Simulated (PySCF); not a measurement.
# C5H11AlClN: the cost of one run

Programs: PySCF 2.14.0, with routines of our own; each step states its level. All values are computed. Atoms count from 0.

### 1 The starting structure

19 atoms, charge 0, multiplicity 1; geometry from: GFN2-xTB.

### 2 First hyperpolarisability: quadratic response B3LYP/def2-SVPD

Job settings and geometry (Å):

```
{"job": {"kind": "beta", "xc": "B3LYP", "basis": "def2-SVPD", "wavelengths": [1064, 800]}, "charge": 0, "multiplicity": 1}
C      2.529913    -0.000087     0.096419
C      1.071417     0.247277     0.502774
C      0.216636    -1.024502     0.359257
C     -1.252320    -0.771617     0.705627
C     -2.075566    -0.255782    -0.471239
N     -1.552846     1.017358    -0.954593
Al     0.069149     1.638028    -0.552703
Cl     0.731801     3.447651    -1.178698
H      3.108763     0.920317     0.169306
H      2.991520    -0.746579     0.745123
H      2.591522    -0.356771    -0.930644
H      1.082558     0.500794     1.575185
H      0.613663    -1.805130     1.017657
H      0.282151    -1.398752    -0.665399
H     -1.304184    -0.028671     1.507069
H     -1.714656    -1.693255     1.065917
H     -3.116672    -0.134242    -0.141946
H     -2.067597    -1.007323    -1.273761
H     -2.215057     1.460538    -1.582812
```

Level: quadratic response B3LYP/def2-SVPD first hyperpolarisability, Taylor convention, gas phase.

Launch:

```console
$ OMP_NUM_THREADS=1 python excited_run.py task.json out
```

The driver reads the jobs from task.json and runs them one after another.

Q: Estimate the wall time and peak memory of this first job on 1 thread of Intel Xeon Platinum 8259CL at 2.50GHz, shared host.

About 83 s, with a peak of 0.96 GiB.
